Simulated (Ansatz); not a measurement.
# Cl5H3O2W: the cost of one run

Method: RHF/def2-SVP, in Ansatz 0.2.0.

## 1. The starting structure

Bond lengths: W1–Cl2 2.740 Å, W1–Cl3 2.390 Å, W1–O4 1.940 Å, O4–H5 1.010 Å, W1–Cl6 2.390 Å, W1–Cl7 2.390 Å, W1–Cl8 2.390 Å, W1–O9 2.240 Å, Cl3–O9 1.928 Å, Cl7–H10 1.263 Å, O9–H10 1.010 Å. Angles (14 of 28 angles, heavy atoms first): Cl2–W1–Cl3 90.0°, Cl2–W1–O4 90.0°, Cl2–W1–Cl6 90.0°, Cl2–W1–Cl7 90.0°, Cl2–W1–Cl8 180.0°, Cl2–W1–O9 71.6°, Cl3–W1–O4 90.0°, Cl3–W1–Cl6 180.0°, Cl3–W1–Cl7 90.0°, Cl3–W1–Cl8 90.0°, Cl3–W1–O9 49.1°, O4–W1–Cl6 90.0°, O4–W1–Cl7 180.0°, O4–W1–Cl8 90.0°.

As a file:

```xyz
11

W     0.0000    0.0000    0.0000
Cl    0.0000    0.0000    2.7400
Cl    2.3900    0.0000    0.0000
O     0.0000    1.9400    0.0000
H    -0.6343    2.2771   -0.7100
Cl   -2.3900    0.0000    0.0000
Cl    0.0000   -2.3900    0.0000
Cl    0.0000    0.0000   -2.3900
O     1.4672   -1.5382    0.7063
H     1.0148   -2.4401    0.7510
H     1.0355   -1.0857    1.9242
```

## 2. A restrained relaxation towards end A

Springs on the bonds that form and break draw the guess towards this end; the thresholds are loose.

Contents of input.yaml:

```yaml
crystal:
  periodic: [false, false, false]
  atoms:
    - { symbol: W, position_ang: [0.0, 0.0, 0.0] }
    - { symbol: Cl, position_ang: [0.0, 0.0, 2.74] }
    - { symbol: Cl, position_ang: [2.39, 0.0, 0.0] }
    - { symbol: O, position_ang: [0.0, 1.94, 0.0] }
    - { symbol: H, position_ang: [-0.6343, 2.2771, -0.71] }
    - { symbol: Cl, position_ang: [-2.39, 0.0, 0.0] }
    - { symbol: Cl, position_ang: [0.0, -2.39, 0.0] }
    - { symbol: Cl, position_ang: [0.0, 0.0, -2.39] }
    - { symbol: O, position_ang: [1.4672, -1.5382, 0.7063] }
    - { symbol: H, position_ang: [1.0148, -2.4401, 0.751] }
    - { symbol: H, position_ang: [1.0355, -1.0857, 1.9242] }
basis:
  gaussian: { orbitals: def2-SVP }
hamiltonian:
  xc: hf
relax:
  f_tol: 0.15
  max_steps: 25
  restrain:
    - { distance: [0, 8], at: 3.14, k: 30.0 }
    - { distance: [10, 1], at: 2.57, k: 30.0 }
    - { distance: [0, 1], at: 2.39, k: 30.0 }
    - { distance: [10, 8], at: 1.01, k: 30.0 }
```

The run is started by

```console
ansatz run input.yaml --threads 4 --pin off --max-ram 5120MiB --backend cpu --events-out ev --progress --plain --runs-dir out
```

Q: Estimate wall time and peak memory on 4 threads of Arm Neoverse V1, shared host.

About 2.6 min, with a peak of 0.68 GiB.
